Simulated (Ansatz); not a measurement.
**C2H7AlBF: how energies converge with the basis set**

One table from this session's results is given with a row withheld; the runs are named, their logs left out.

Method: one geometry, several basis sets; program: Ansatz 0.2.0, Gaussian basis.

The runs, in order: PBE0-D4/def2-SVP; ωB97M-V/def2-SVP; PBE0-D4/def2-QZVPP; ωB97M-V/def2-QZVPP; the functionals' def2-TZVPP values are taken from earlier runs.

### The relaxed structure

All runs share one geometry, relaxed beforehand with PBE0-D4 in a triple-zeta def2 set.

SMILES `CC(F)[BH][AlH2]`, 12 atoms, charge 0, spin multiplicity 1.

Atoms are counted from 1 here; the program's logs count them from 0.

Bond lengths: C1–C2 1.506 Å, C1–H6 1.092 Å, C1–H7 1.091 Å, C1–H8 1.091 Å, C2–F3 1.511 Å, C2–B4 1.560 Å, C2–H9 1.095 Å, B4–Al5 2.123 Å, B4–H10 1.193 Å, Al5–H11 1.593 Å, Al5–H12 1.594 Å. Angles: C2–C1–H6 108.5°, C2–C1–H7 111.1°, C2–C1–H8 111.6°, H6–C1–H7 108.6°, H6–C1–H8 108.3°, H7–C1–H8 108.6°, C1–C2–F3 105.9°, C1–C2–B4 117.7°, C1–C2–H9 111.9°, F3–C2–B4 103.4°, F3–C2–H9 101.9°, B4–C2–H9 113.9°, C2–B4–Al5 91.4°, C2–B4–H10 119.3°, Al5–B4–H10 149.3°, B4–Al5–H11 120.3°, B4–Al5–H12 119.2°, H11–Al5–H12 119.8°.

The first run:

Input file in.yaml:

```yaml
crystal:
  periodic: [false, false, false]
  atoms:
    - {symbol: C, position_ang: [-0.941943, 0.500853, 1.299747]}
    - {symbol: C, position_ang: [-0.120215, 0.699077, 0.053708]}
    - {symbol: F, position_ang: [1.270687, 0.216336, 0.393745]}
    - {symbol: B, position_ang: [-0.496483, -0.141480, -1.205650]}
    - {symbol: Al, position_ang: [1.343661, -1.197205, -1.113858]}
    - {symbol: H, position_ang: [-1.912045, 0.981005, 1.154588]}
    - {symbol: H, position_ang: [-0.455546, 0.952136, 2.166179]}
    - {symbol: H, position_ang: [-1.109989, -0.557679, 1.505892]}
    - {symbol: H, position_ang: [0.053249, 1.759527, -0.155698]}
    - {symbol: H, position_ang: [-1.546205, 0.045971, -1.741435]}
    - {symbol: H, position_ang: [2.580145, -0.737862, -2.006381]}
    - {symbol: H, position_ang: [1.411685, -2.575979, -0.316737]}
basis:
  gaussian: {orbitals: def2-SVP}
hamiltonian: {xc: pbe0, dispersion: d4}
output: {orbitals: {seedname: orbitals}}
```

Among the steps run: PBE0-D4 in def2-SVP; ωB97M-V in def2-SVP; PBE0-D4 in def2-QZVPP; ωB97M-V in def2-QZVPP.

One table of the session follows, with a row left open; its other results are not shown here.

It belongs to the step «Density functionals: the series». 

```
functional       basis  HOMO (eV)  LUMO (eV)
   PBE0-D4    def2-SVP          ?          ?
   PBE0-D4  def2-TZVPP      -6.86      -2.09
   PBE0-D4  def2-QZVPP      -6.86      -2.10
   ωB97M-V    def2-SVP      -8.96       0.03
   ωB97M-V  def2-TZVPP      -9.00      -0.12
   ωB97M-V  def2-QZVPP      -9.00      -0.17
```

**Question.** Estimate the row for PBE0-D4, def2-SVP.

As computed: HOMO (eV): -6.85; LUMO (eV): -2.04. In the column «HOMO (eV)» it is the highest.
